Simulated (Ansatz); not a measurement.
# TiN: the cost of one run

Computed with Ansatz 0.2.0 (DFT r²SCAN+U (U_eff = 2.5 eV on Ti d), plane waves, PAW, unless a step's input says otherwise).

## (1) The system as given

The structure is cubic, space group Fm-3m (No. 225). The conventional cell has a = 4.490 Å, b = 4.490 Å, c = 4.490 Å, α = 90.00°, β = 90.00°, γ = 90.00°. Ti (site symmetry m-3m) is surrounded by 6 N at 2.24 Å. Around N (site symmetry m-3m) lie 6 Ti at 2.24 Å.

Coordinates:

```
CELL_PARAMETERS angstrom
0.00000 2.24477 2.24477
2.24477 0.00000 2.24477
2.24477 2.24477 0.00000
ATOMIC_POSITIONS crystal
Ti 0.50000 0.50000 0.50000
N 0.00000 0.00000 0.00000
```

Magnetic order typed: ferromagnetic.

An earlier series on this cell reached its lowest free state from «from atoms, default search», perhaps among other starts.

## (2) Random orbitals: single harmonics, second filling

The input, input.yaml:

```yaml
crystal:
  lattice:
    - [0.0, 2.24476864, 2.24476864]
    - [2.24476864, 0.0, 2.24476864]
    - [2.24476864, 2.24476864, 0.0]
  atoms:
    - { symbol: Ti, position: [0.5, 0.5, 0.5], spin: 1.0 }
    - { symbol: "N", position: [0.0, 0.0, 0.0] }
basis:
  ecutwfc: 500
  ecutrho_ratio: 4
kpoints:
  mp_grid: { grid: [7, 7, 7] }
hamiltonian:
  xc: r2scan
  hubbard:
    sites:
      - { site: 0, l: d, u_eff: 2.5, starting_ns: [{ spin: up, occupation_matrix: s0up }, { spin: down, occupation_matrix: s0down }] }
    occupation_matrices:
      s0up:
        matrix:
          - [0.02, 0.0, 0.0, 0.0, 0.0]
          - [0.0, 0.02, 0.0, 0.0, 0.0]
          - [0.0, 0.0, 0.97, 0.0, 0.0]
          - [0.0, 0.0, 0.0, 0.02, 0.0]
          - [0.0, 0.0, 0.0, 0.0, 0.02]
      s0down:
        matrix:
          - [0.02, 0.0, 0.0, 0.0, 0.0]
          - [0.0, 0.02, 0.0, 0.0, 0.0]
          - [0.0, 0.0, 0.02, 0.0, 0.0]
          - [0.0, 0.0, 0.0, 0.02, 0.0]
          - [0.0, 0.0, 0.0, 0.0, 0.02]
    ns_hold: { iters: 5 }
scf:
  occupations: { method: gaussian, width: 0.05 }
  lower_state_search: "off"
  max_iter: 150
output:
  forces: true
  stress: true
  eigenvalues: true
  populations: true
  hubbard: { sites: [{ site: 0, l: d }] }
magnetization:
  spin_polarized: true
```

The typed matrices put 0.97 on the chosen orbitals and 0.02 on the others, and are held for 5 cycles.

Started as:

```console
ansatz run input.yaml --threads 2 --pin off --max-ram 3072MiB --backend cpu --events-out ev --progress --plain --runs-dir out
```

What time and memory should one allow on 2 threads of Arm Neoverse N1, shared host?

About 12 s, with a peak of 0.4 GiB.
